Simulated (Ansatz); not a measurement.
# BGeHN: the cost of one run

Computed with Ansatz 0.2.0, Gaussian basis. Level: cc-pVDZ, all electrons in the functionals, frozen cores in the correlation of double hybrids and RPA.

Plan: wB97M-V, B2PLYP, RPA-PBE, at charge 0, doublet; charge 0, quartet; charge 1, singlet; charge 1, triplet; displaced geometry v1; displaced geometry v2.

18 further runs of the same task are left out: 6 that didn't finish, 12 set aside as unsound or not needed.

**1. The system**

The geometry is a PBE0/def2-TZVP stationary point (not a proven minimum). No spin-orbit coupling is included. The filled d shell of Ge may be among the frozen orbitals whatever the setting's name suggests; the logs give the count.

4 atoms, charge 0, spin multiplicity 2.

Atoms are counted from 1 here; the program's logs count them from 0.

Bond lengths: Ge1–B2 2.032 Å, Ge1–H4 1.588 Å, B2–N3 1.314 Å. Angles: B2–Ge1–H4 89.3°, Ge1–B2–N3 176.5°.

No dispersion term is added; wB97M-V holds VV10 nonlocal correlation.

The geometry shown and the zero of energy belong to the point charge 0, doublet. The yardstick, UCCSD(T), and other wave-function levels (R restricted, U unrestricted, valence and pair active spaces) come from earlier runs.

**2. wB97M-V, charge 0, doublet**

in.yaml reads:

```yaml
crystal:
  periodic: [false, false, false]
  atoms:
    - {symbol: Ge, position_ang: [0.000000, -0.030376, 0.698274]}
    - {symbol: B, position_ang: [0.000000, 0.043546, -1.332114]}
    - {symbol: N, position_ang: [0.000000, 0.011842, -2.646111]}
    - {symbol: H, position_ang: [0.000000, 1.557476, 0.736277]}
basis:
  gaussian: {orbitals: cc-pVDZ}
magnetization: {spin_polarized: true, initial_magnetization: 1}
hamiltonian: {xc: {name: wB97M-V}}
output: {orbitals: {seedname: orbitals}}
```

The run is started by

```sh
$ ansatz run in.yaml --threads 1 --pin off --events-out ev --progress --plain --max-ram 2393MiB
```

Q: Estimate wall time and peak memory on 1 thread of Arm Neoverse V2, shared host.

About 21 s, with a peak of 0.25 GiB.
